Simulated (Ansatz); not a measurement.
# CBrCuO: the cost of one run

Method: the levels named in each step, in Ansatz 0.2.0.

**1. The starting structure**

Bond lengths: O1–C2 1.137 Å, C2–Cu3 1.777 Å, Cu3–Br4 2.169 Å. Angles: O1–C2–Cu3 180.0°, C2–Cu3–Br4 180.0°.

Coordinates:

```xyz
4

O     0.0000    0.0000   -2.2832
C     0.0000    0.0000   -1.1463
Cu    0.0000    0.0000    0.6305
Br    0.0000    0.0000    2.7990
```

**2. A rough first relaxation, PBE-D4/def2-SVP**

The input, input.yaml:

```yaml
crystal:
  periodic: [false, false, false]
  atoms:
    - { symbol: O, position_ang: [0.0, 0.0, -2.28316] }
    - { symbol: C, position_ang: [0.0, 0.0, -1.14631] }
    - { symbol: Cu, position_ang: [0.0, 0.0, 0.63046] }
    - { symbol: Br, position_ang: [0.0, 0.0, 2.79901] }
basis:
  gaussian: { orbitals: def2-SVP }
hamiltonian:
  xc: pbe
  dispersion: d4
relax:
  f_tol: 0.03
  max_steps: 200
```

Run with:

```sh
$ ansatz run input.yaml --threads 4 --pin off --max-ram 10240MiB --backend cpu --events-out ev --progress --plain --runs-dir out
```

**Question.** How long does this run take on 4 threads of Arm Neoverse V2, shared host, and how much memory does it need?

About 4.8 s, with a peak of 0.15 GiB.
